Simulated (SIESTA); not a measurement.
MoRh:

```
Rh Mo
1.0
     4.41579    0.00000    0.00000
     0.00000    2.73491    0.00000
     0.00000    0.00000    4.81316
Rh Mo
2 2
Cartesian
  1.1039 1.3675 1.5721
  3.3118 1.3675 3.2411
  1.1039 0.0000 3.9907
  3.3118 0.0000 0.8224
```

The cell comes from a database or a generator and needn't be the stable form of this composition.

```yaml
Program: SIESTA 5.4.2
Task: single point
Functional: PBEsol
Potentials_or_basis: PseudoDojo 0.4 standard (PBEsol files)
Basis: DZP (energy shift 0.003 Ry; two zetas on semicore shells)
Grid_cutoff: 800 Ry
Energy_shift: 0.003 Ry
k_mesh: 6 × 10 × 6
Occupations: fermi-dirac, width 0.05 eV
Spin: no spin polarisation
```

On this cell: pressure -2.1 GPa; largest force 0.034 eV/Å; band gap on the k mesh none (metal or under the smearing width).

The same run follows on a disturbed copy (atoms moved at random, drawn with an rms of 0.05 Å):

```
Rh Mo
1.0
     4.41579    0.00000    0.00000
     0.00000    2.73491    0.00000
     0.00000    0.00000    4.81316
Rh Mo
2 2
Direct
  0.24912 0.49141 0.32592
  0.75060 0.52136 0.67051
  0.23902 0.02222 0.82702
  0.74905 0.00026 0.17286
```

Question: What changes?

Answer: The energy (extrapolated to zero smearing) moves by +7.4 meV/atom; pressure -1.8 GPa; largest force 0.498 eV/Å; band gap on the k mesh none (metal or under the smearing width).

Forces in eV/Å, atoms in the order of the input:
```
Rh   0.017  0.394  0.015
Rh  -0.427 -0.222  0.128
Mo   0.364 -0.235  0.095
Mo   0.047  0.062 -0.237
```

Stress tensor (GPa, compression positive):
```
-1.54  0.09  0.46
 0.09 -0.91  0.27
 0.46  0.27 -3.01
```

Caveats: the basis of atomic orbitals isn't converged, which shifts pressures, moduli and gaps.
